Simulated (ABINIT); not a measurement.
Cu3O2:

```
Cu O
1.0
    -2.02298    2.02298    3.67362
     2.02298   -2.02298    3.67362
     2.02298    2.02298   -3.67362
Cu O
3 2
Direct
  0.00000 0.00000 0.00000
  0.75000 0.25000 0.50000
  0.25000 0.75000 0.50000
  0.50000 0.00000 0.50000
  0.00000 0.50000 0.50000
```

The cell comes from a database or a generator and needn't be the stable form of this composition.

Base run:

```yaml
Program: ABINIT 10.8.3 (patched build)
Functional: PBE
Potentials_or_basis: JTH PAW PBE v2.0
Cutoff: 707 eV
k_mesh: 9 × 9 × 9
Occupations: fermi-dirac, width 0.05 eV
Spin: no spin polarisation
```

Its results: band gap on the k mesh none (metal or under the smearing width); pressure 0.6 GPa.

Q: The run is repeated on the same cell with these changes: functional from PBE to LDA; potentials or basis from JTH PAW PBE v2.0 to JTH PAW LDA v2.0. What comes out?

A: Band gap on the k mesh none (metal or under the smearing width); pressure -11.7 GPa.

Caveats: an odd number of electrons without spin polarisation forces a metal; a magnetic or distorted state may lie lower; the run has no spin polarisation, though such a crystal can be magnetic; semilocal functionals often make such compounds metallic where correlation or magnetic order opens a gap, which also shifts bond lengths.
